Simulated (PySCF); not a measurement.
# O4W: the cost of one run

Computed with PySCF 2.14.0 and routines of our own; the level stands in each step. Atoms count from 0.

## 1. The starting structure

5 atoms, charge -2, multiplicity 1; geometry from: GFN2-xTB.

## 2. Optimising the geometry at PBE0-D3(BJ)/def2-SVP

What the job is given:

```
{"job": {"xc": "PBE0", "basis": "def2-SVP", "d3": "d3bj", "grid": 1, "maxiter": 30, "shake": 0.01, "kind": "geom"}, "charge": -2, "multiplicity": 1}
O     -0.419260    -1.442110    -0.980140
W     -0.003860    -0.004230    -0.005410
O     -1.237980     0.242520     1.259780
O      0.104170     1.444790    -1.046320
O      1.590490    -0.274950     0.734200
```

Started as:

```sh
> OMP_NUM_THREADS=1 python heavy_run.py task.json out
```

One launch serves the whole session: the jobs run in the order shown.

Q: Estimate the wall time and peak memory of this first job on 1 thread of Arm Neoverse V2, shared host.

About 16 s, with a peak of 0.37 GiB.
